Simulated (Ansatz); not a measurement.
# GaSi: a short molecular-dynamics run

A trajectory of GaSi, an element-swapped structure with 8 atoms that was not relaxed first: 60 steps of 1 fs under a Langevin thermostat and barostat at 600 K and 1 GPa.

All numbers below are computed with Ansatz 0.2.0 (DFT PBE, plane waves, PAW, scalar-relativistic, no spin polarisation).

## Step 1: Starting point

The cell holds 8 atoms (Ga4Si4): a = 6.765 Å, b = 3.704 Å, c = 5.129 Å, α = 90.00°, β = 90.00°, γ = 90.00°.

Coordinates:

```cif
data_structure
_symmetry_space_group_name_H-M 'P 1'
_symmetry_Int_Tables_number 1
_cell_length_a 6.7653
_cell_length_b 3.7042
_cell_length_c 5.1292
_cell_angle_alpha 90.000
_cell_angle_beta 90.000
_cell_angle_gamma 90.000
_cell_volume 128.54
loop_
_atom_site_label
_atom_site_type_symbol
_atom_site_fract_x
_atom_site_fract_y
_atom_site_fract_z
_atom_site_occupancy
Si1 Si 0.04000 0.25000 0.63000 1
Si2 Si 0.46000 0.75000 0.13000 1
Si3 Si 0.54000 0.25000 0.87000 1
Si4 Si 0.96000 0.75000 0.37000 1
Ga1 Ga 0.17800 0.25000 0.12400 1
Ga2 Ga 0.32200 0.75000 0.62400 1
Ga3 Ga 0.67800 0.25000 0.37600 1
Ga4 Ga 0.82200 0.75000 0.87600 1
```

## Step 2: Dynamics

input.yaml reads:

```yaml
crystal:
  lattice:
    - [6.765257, 0.0, 0.0]
    - [0.0, 3.704246, 0.0]
    - [0.0, 0.0, 5.129182]
  atoms:
    - { symbol: Si, position: [0.04, 0.25, 0.63] }
    - { symbol: Si, position: [0.46, 0.75, 0.13] }
    - { symbol: Si, position: [0.54, 0.25, 0.87] }
    - { symbol: Si, position: [0.96, 0.75, 0.37] }
    - { symbol: Ga, position: [0.178, 0.25, 0.124] }
    - { symbol: Ga, position: [0.322, 0.75, 0.624] }
    - { symbol: Ga, position: [0.678, 0.25, 0.376] }
    - { symbol: Ga, position: [0.822, 0.75, 0.876] }
  symmetry: { detect: false }
kpoints:
  mp_grid: { grid: [2, 4, 3], shift: [0.5, 0.5, 0.5] }
magnetization:
  spin_polarized: false
scf:
  occupations: { method: gaussian, width: 0.1 }
hamiltonian:
  pseudopotentials: { kind: paw }
  xc: pbe
basis:
  ecutwfc: 420
md:
  timestep: 1.0
  n_steps: 60
  ensemble: npt_langevin
  temperature: 600.0
  initial_velocities: maxwell_boltzmann
  seed: 440123
  pressure: 1.0
```

Started as:

```
ansatz run input.yaml --threads 2 --pin off --max-ram 2560MiB --backend cpu --events-out ev --progress --plain --runs-dir out
```

Log (excerpt; [...] marks lines left out):

```text
Warning: RAYON_NUM_THREADS=2 ignored (pool sized by the plan → 2); use --threads N
[...]
Pseudopotentials: kind: paw
Pseudopotential: Si, paw, valence charge 4, recommended cutoff 420 eV (normal), Si.paw.azcp
Pseudopotential: Ga, paw, valence charge 13, recommended cutoff 420 eV (normal), Ga.paw.azcp
Functional definition: PBE
[...]
Crystal: 8 atoms, lattice volume = 128.538 Å³
Basis set: ecut = 420 eV (smoothed over ±3.0 %; plane waves to 437.0 eV, density to 1747.9 eV), 2675 PW (Γ), exchange–correlation on 96×54×72 points (8 copies of the dense FFT grid, shifted against one another)
Bands: 42, of which v1, the nominal top of the filled ones, is band 34 counted from 1 (33 counted from 0)
Symmetry: 1 space group operations
k-points: 12 of 24 (time reversal used)
[...]
SCF iter   1: F=—  HF=-17672.154742 eV  |F-HF|=—  |Δ(HF+E_count)|=         —  Δρ=4.36e-3  dr2=5.36e-2  ethr=1.77e-3  ⟨swp⟩=7.0  Hψ=2165  notcnv=0
[...]
md step     0: t =     0.00 fs  T =   525.0 K  F+E_penalty+E_count = -17672.13541075 eV  E_kin = 0.542892 eV  conserved = -17671.04133270 eV  P_inst = 10.9373 GPa  V = 128.5382 Å³  selection 1  (8 SCF iters)
[...]
md step     4: t =     4.00 fs  T =   424.1 K  F+E_penalty+E_count = -17672.25876406 eV  E_kin = 0.438597 eV  conserved = -17671.04140176 eV  P_inst = 10.1960 GPa  V = 128.9848 Å³  selection 1  (6 SCF iters)
[...]
md step     8: t =     8.00 fs  T =   545.1 K  F+E_penalty+E_count = -17672.44959682 eV  E_kin = 0.563672 eV  conserved = -17671.04161147 eV  P_inst = 8.7200 GPa  V = 130.5768 Å³  selection 1  (4 SCF iters)
[...]
md step    12: t =    12.00 fs  T =   642.3 K  F+E_penalty+E_count = -17672.66040805 eV  E_kin = 0.664181 eV  conserved = -17671.04193677 eV  P_inst = 6.5297 GPa  V = 133.2636 Å³  selection 1  (4 SCF iters)
[...]
md step    16: t =    16.00 fs  T =   766.8 K  F+E_penalty+E_count = -17672.82242244 eV  E_kin = 0.792984 eV  conserved = -17671.04208791 eV  P_inst = 4.0524 GPa  V = 136.9223 Å³  selection 1  (5 SCF iters)
md step    17: t =    17.00 fs  T =   783.7 K  F+E_penalty+E_count = -17672.85095481 eV  E_kin = 0.810451 eV  conserved = -17671.04213781 eV  P_inst = 3.3984 GPa  V = 137.9942 Å³  selection 1  (5 SCF iters)
```

## Step 3: The output, continued

Output, continued (excerpt; [...] marks lines left out):

```text
md step    18: t =    18.00 fs  T =   813.9 K  F+E_penalty+E_count = -17672.87275953 eV  E_kin = 0.841616 eV  conserved = -17671.04207274 eV  P_inst = 2.7847 GPa  V = 139.0711 Å³  selection 1  (5 SCF iters)
[...]
md step    28: t =    28.00 fs  T =   570.1 K  F+E_penalty+E_count = -17672.77380939 eV  E_kin = 0.589577 eV  conserved = -17671.04168187 eV  P_inst = -2.0598 GPa  V = 149.4795 Å³  selection 3  (5 SCF iters)
[...]
md step    38: t =    38.00 fs  T =   431.7 K  F+E_penalty+E_count = -17672.48338056 eV  E_kin = 0.446382 eV  conserved = -17671.04138523 eV  P_inst = -3.9775 GPa  V = 156.1396 Å³  selection 3  (5 SCF iters)
[...]
md step    48: t =    48.00 fs  T =   283.7 K  F+E_penalty+E_count = -17672.38539489 eV  E_kin = 0.293375 eV  conserved = -17671.04133713 eV  P_inst = -4.1009 GPa  V = 157.0458 Å³  selection 3  (4 SCF iters)
[...]
  atom   5  Ga    -0.41390105     0.21766059    -0.01620702
  atom   6  Ga     0.05751314    -0.09141137     0.27191618
  atom   7  Ga     0.10829222    -0.03831045    -0.39713833
  atom   8  Ga     0.20678705     0.20388313    -0.33538887
[...]
--- Stress (GPa, compression-positive) ---
        1.128426       0.300443      -0.040057
        0.300443      -9.633005       0.275778
       -0.040057       0.275778      -0.068589
  P = ⅓ Tr σ = -2.8577 GPa (-28.577 kbar)
--- MD trajectory: 60 steps, t = 0.0 → 60.0 fs ---
  final state: T = 423.5 K   F+E_penalty+E_count = -17672.54006384 eV   E_kin = 0.437936 eV
  conserved energy: peak-to-peak 8.277e-4 eV (1.035e-4 eV/atom) at the most on one of 3 selections of grids, which stood over 19.0 fs
  cell: V = 152.2182 Å³ at the end; means of 61 rows, the approach among them: V = 146.3711 Å³, P_inst = 0.4562 GPa
  mean static stress (GPa): xx 6.0399  yy -7.5419  zz 1.7209  yz -0.0431  xz -0.0830  xy 0.1610
  the result is of one more SCF, on plane waves selected at the last cell: its energy does not rank with the rows'
```

Run time: 3.8 min. Hardware: 2 threads of Arm Neoverse V1, shared host; peak memory 0.43 GiB.

## Step 4: The trajectory

One step in 4; energies are changes from step 0; msd is the mean square displacement from the start, the centre of mass held:

```tsv
time (fs)	T (K)	potential energy change (meV/atom)	conserved energy change (meV/atom)	volume (Å³/atom)	pressure (GPa)	msd Si (Å²)	msd Ga (Å²)
0.0	525	0.0	0.00	16.07	10.9	0.000	0.000
4.0	424	-15.4	-0.01	16.12	10.2	0.001	0.000
8.0	545	-39.3	-0.03	16.32	8.7	0.004	0.001
12.0	642	-65.6	-0.08	16.66	6.5	0.009	0.002
16.0	767	-85.9	-0.09	17.12	4.1	0.017	0.003
20.0	784	-95.0	-0.09	17.66	1.6	0.030	0.005
24.0	729	-91.5	-0.06	18.20	-0.5	0.044	0.006
28.0	570	-79.8	-0.04	18.68	-2.1	0.059	0.008
32.0	507	-64.2	-0.03	19.12	-3.2	0.074	0.011
36.0	462	-49.6	-0.01	19.42	-3.8	0.088	0.013
40.0	344	-38.8	0.00	19.58	-4.1	0.099	0.015
44.0	344	-32.9	0.00	19.65	-4.2	0.106	0.018
48.0	284	-31.2	0.00	19.63	-4.1	0.110	0.021
52.0	304	-33.7	0.00	19.55	-3.9	0.110	0.023
56.0	314	-40.8	-0.01	19.34	-3.4	0.107	0.026
60.0	424	-50.6	-0.02	19.03	-2.6	0.104	0.029
```

time (fs), T (K) and a bar:
```
      0.0        525 ##############
      3.0        457 ##########
      5.0        489 ############
      8.0        545 ###############
     10.0        602 ##################
     13.0        711 ########################
     16.0        767 ###########################
     18.0        814 ##############################
     21.0        744 ##########################
     23.0        727 #########################
     26.0        615 ###################
     29.0        591 ##################
     31.0        499 ############
     34.0        432 #########
     37.0        457 ##########
     39.0        389 ######
     42.0        298 #
     44.0        344 ####
     47.0        304 ##
     50.0        275 
     52.0        304 ##
     55.0        321 ###
     57.0        309 ##
     60.0        424 ########
```

## Step 5: Snapshots as a file

Positions (Å) and forces (eV/Å):

```xyz
8
Lattice="6.801 0.000 0.000 0.000 3.724 0.000 0.000 0.000 5.156" Properties=species:S:1:pos:R:3:forces:R:3 pbc="T T T" time_fs=8.0 T=545 dE=-0.3142
Si    0.292    0.962    3.294    0.452   -0.331    0.868
Si    3.101    2.811    0.673   -0.637    0.020    1.155
Si    3.730    0.960    4.483    0.497   -0.102   -1.182
Si    6.528    2.773    1.842   -0.651    0.261   -0.758
Ga    1.213    0.904    0.649   -0.278    0.043   -0.437
Ga    2.165    2.781    3.198    0.508    0.091   -0.304
Ga    4.608    0.932    1.963   -0.327   -0.029    0.379
Ga    5.589    2.808    4.527    0.436    0.048    0.280
8
Lattice="6.893 0.000 0.000 0.000 3.774 0.000 0.000 0.000 5.226" Properties=species:S:1:pos:R:3:forces:R:3 pbc="T T T" time_fs=15.0 T=766 dE=-0.6539
Si    0.313    0.992    3.383    0.192   -0.305    0.301
Si    3.093    2.863    0.711   -0.269   -0.058    0.659
Si    3.830    0.988    4.525    0.187   -0.028   -0.602
Si    6.596    2.794    1.795   -0.430    0.220   -0.151
Ga    1.235    0.896    0.667   -0.284    0.085   -0.332
Ga    2.168    2.815    3.235    0.496    0.091   -0.183
Ga    4.666    0.935    2.027   -0.278   -0.040    0.158
Ga    5.662    2.861    4.592    0.386    0.035    0.150
8
Lattice="7.018 0.000 0.000 0.000 3.843 0.000 0.000 0.000 5.321" Properties=species:S:1:pos:R:3:forces:R:3 pbc="T T T" time_fs=22.0 T=699 dE=-0.7569
Si    0.331    1.024    3.491    0.015   -0.228   -0.083
Si    3.081    2.925    0.756    0.150   -0.112    0.215
Si    3.957    1.026    4.569   -0.125    0.017   -0.046
Si    6.697    2.818    1.758   -0.253    0.144    0.284
Ga    1.266    0.891    0.694   -0.314    0.147   -0.226
Ga    2.187    2.870    3.285    0.405    0.058   -0.084
Ga    4.732    0.946    2.097   -0.158   -0.058   -0.072
Ga    5.763    2.930    4.688    0.280    0.032    0.012
8
Lattice="7.143 0.000 0.000 0.000 3.911 0.000 0.000 0.000 5.416" Properties=species:S:1:pos:R:3:forces:R:3 pbc="T T T" time_fs=30.0 T=604 dE=-0.5775
Si    0.340    1.037    3.616   -0.087   -0.122   -0.318
Si    3.073    2.982    0.809    0.439   -0.162   -0.034
Si    4.080    1.077    4.621   -0.320    0.024    0.277
Si    6.788    2.848    1.724   -0.058    0.028    0.606
Ga    1.307    0.892    0.724   -0.358    0.231   -0.122
Ga    2.201    2.930    3.335    0.293    0.007   -0.011
Ga    4.801    0.952    2.169   -0.063   -0.057   -0.235
Ga    5.858    2.998    4.792    0.155    0.051   -0.164
8
Lattice="7.218 0.000 0.000 0.000 3.952 0.000 0.000 0.000 5.473" Properties=species:S:1:pos:R:3:forces:R:3 pbc="T T T" time_fs=38.0 T=432 dE=-0.3480
Si    0.341    1.031    3.710   -0.125   -0.059   -0.394
Si    3.061    2.999    0.853    0.556   -0.197   -0.170
Si    4.164    1.110    4.659   -0.411    0.022    0.442
Si    6.833    2.875    1.698    0.054   -0.038    0.770
Ga    1.335    0.893    0.750   -0.382    0.277   -0.085
Ga    2.199    2.973    3.355    0.203   -0.033    0.082
Ga    4.833    0.940    2.220    0.015   -0.051   -0.360
Ga    5.911    3.036    4.854    0.089    0.078   -0.285
8
Lattice="7.235 0.000 0.000 0.000 3.961 0.000 0.000 0.000 5.485" Properties=species:S:1:pos:R:3:forces:R:3 pbc="T T T" time_fs=45.0 T=308 dE=-0.2587
Si    0.328    1.021    3.758   -0.114   -0.031   -0.438
Si    3.052    2.986    0.878    0.582   -0.192   -0.237
Si    4.187    1.129    4.684   -0.440    0.003    0.482
Si    6.825    2.888    1.685    0.125   -0.051    0.871
Ga    1.352    0.895    0.760   -0.415    0.267   -0.060
Ga    2.191    2.991    3.350    0.124   -0.059    0.160
Ga    4.821    0.918    2.251    0.064   -0.050   -0.416
Ga    5.921    3.039    4.870    0.075    0.111   -0.362
8
Lattice="7.222 0.000 0.000 0.000 3.954 0.000 0.000 0.000 5.475" Properties=species:S:1:pos:R:3:forces:R:3 pbc="T T T" time_fs=52.0 T=304 dE=-0.2697
Si    0.316    1.010    3.771   -0.088   -0.012   -0.469
Si    3.058    2.967    0.891    0.557   -0.163   -0.265
Si    4.174    1.153    4.708   -0.455   -0.035    0.462
Si    6.789    2.898    1.681    0.159   -0.062    0.942
Ga    1.354    0.889    0.768   -0.429    0.259   -0.041
Ga    2.179    2.993    3.336    0.073   -0.080    0.211
Ga    4.786    0.898    2.279    0.095   -0.048   -0.432
Ga    5.912    3.035    4.858    0.088    0.142   -0.408
8
Lattice="7.158 0.000 0.000 0.000 3.919 0.000 0.000 0.000 5.427" Properties=species:S:1:pos:R:3:forces:R:3 pbc="T T T" time_fs=60.0 T=424 dE=-0.4047
Si    0.299    1.001    3.751   -0.048   -0.004   -0.527
Si    3.068    2.926    0.896    0.462   -0.062   -0.242
Si    4.126    1.173    4.711   -0.504   -0.159    0.342
Si    6.712    2.878    1.695    0.131   -0.067    0.903
Ga    1.339    0.877    0.769   -0.414    0.218   -0.016
Ga    2.149    2.964    3.293    0.058   -0.091    0.272
Ga    4.706    0.864    2.284    0.108   -0.038   -0.397
Ga    5.853    3.009    4.802    0.207    0.204   -0.335
```

## Step 6: Results

| quantity | value |
| --- | --- |
| length | 60 steps of 1 fs |
| temperature, first and last step | 525 and 424 K |
| temperature, second half | mean 368 K, from 275 to 604 K |
| potential energy, second half | -43 meV/atom from the start |
| largest change of the conserved energy | 0.10 meV/atom |
| volume, first and last step | 16.07 and 19.03 Å³/atom |
| mean square displacement, second half | Si 0.099, Ga 0.019 Å² |

In words: Against a set 600 K the second half averages 368 K with a spread of 82 K (in equilibrium 8 atoms would scatter by about 173 K, over a far longer run). The conserved energy strays from its start by at most 0.10 meV/atom, 0.2 % of the mean kinetic energy, which is good for a step of 1 fs. The farthest move is 0.41 Å, against a mean nearest distance of 2.5 Å at the start: no atom has changed site so far. The volume changes by +18.4 % from first to last step, and is still moving at the end, so it is no equilibrium value. Settings off the usual here: crystal.symmetry, kpoints.mp_grid.shift. 60 fs on 8 atoms is far too short and small for converged averages. The k-mesh is coarse.
